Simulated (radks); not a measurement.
# The Coulomb parameter U of the 3d shell of Mn

One table from this session's results is given with a row withheld; the runs are named, their logs left out.

Program: radks (a radial shooting solver on a logarithmic mesh, Libxc functionals) version 1. Level of theory: Dirac Kohn-Sham, LDA (Slater exchange, Perdew-Wang correlation), spin-unpolarised, spherical densities, point nucleus; open shells are shared between the two j in proportion to 2j + 1. These are calculated values, not measurements, unless marked.

## The system

```
element       : manganese (Z = 25)
charge        : 0
electrons     : 25
configuration : [Ar] 3d6 4s1
```

The outer shells:

Mn
```
[Ar] core
3d [↑↓][↑ ][↑ ][↑ ][↑ ]
4s [↑ ]
```

The first run:

The run's settings:

```text
Z 25
configuration [Ar] 3d6 4s1
relativity Dirac
functional lda,pw
spin unpolarised
j_filling average
nucleus point
c 137.035999084
```

Among the steps run: Start: [Ar] 3d6 4s1.

One of the session's tables, all rows but one given; the rest of the session is left out.

It belongs to the step «Start: [Ar] 3d6 4s1». From the orbitals of this run (lengths in bohr):

```
level     <r>  outermost maximum (interpolated)  90 % within  nodes
2p1/2  0.2454                             0.187        0.403      0
2p3/2  0.2483                             0.189        0.407      0
3s1/2  0.8573                             0.738         1.29      2
3p1/2  0.9069                             0.749         1.41      1
3p3/2  0.9166                             0.756         1.42      1
4s1/2   3.273                              2.61         5.04      3
3d3/2       ?                                 ?            ?      ?
3d5/2   1.383                             0.773         2.55      0
```

Q: Estimate the row for 3d3/2 from the others.

**Answer.** <r>: 1.372; outermost maximum (interpolated): 0.770; 90 % within: 2.52; nodes: 0. In the column «<r>» it lies between 3p3/2 (0.9166) and 3d5/2 (1.383).
